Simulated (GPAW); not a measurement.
Crystal: AlSn.

```
Sn Al
1.0
     4.19811    0.00000    0.00000
    -2.09905    3.63567    0.00000
     0.00000    0.00000    3.30685
Sn Al
1 1
Direct
  0.33333 0.66667 0.50000
  0.00000 0.00000 0.00000
```

The cell comes from a database or a generator and needn't be the stable form of this composition.

| Property | Result |
| --- | --- |
| Program | GPAW 26.7.0 |
| Task | relaxation of cell and atoms |
| Functional | PBEsol |
| Potentials or basis | PAW data sets generated in the run's folder for this functional |
| Cutoff | 600 eV |
| Basis | pw |
| k mesh | 6 × 6 × 7 |
| Occupations | fermi-dirac, width 0.05 eV |
| Spin | no spin polarisation |

At the start: pressure -2.4 GPa; volume 25.24 Å³/atom.

Question: How do energy, volume and symmetry change on relaxing?

Answer: Over 6 steps the energy falls by 16.3 meV/atom and the volume is 24.27 Å³/atom (-3.8 %); space group P-6m2 (No. 187, to 0.05 Å).

The path:
```
step  energy change (eV)  largest force (eV/Å)  pressure (GPa)  volume (Å³)
   1              0.0000                0.0000           -2.37        50.47
   2             -0.0100                0.0000           -1.93        50.07
   3             -0.0322                0.0000            0.30        48.27
   4             -0.0324                0.0000            0.13        48.39
   5             -0.0324                0.0000            0.08        48.44
   6             -0.0325                0.0000           -0.01        48.54
```

Final structure:
```
Sn Al
1.0
     4.18786    0.00000    0.00000
    -2.09393    3.62679    0.00000
     0.00000    0.00000    3.19564
Sn Al
1 1
Cartesian
  0.0000 2.4179 1.5978
  0.0000 0.0000 0.0000
```

Caveat: later steps reuse the first step's grids.
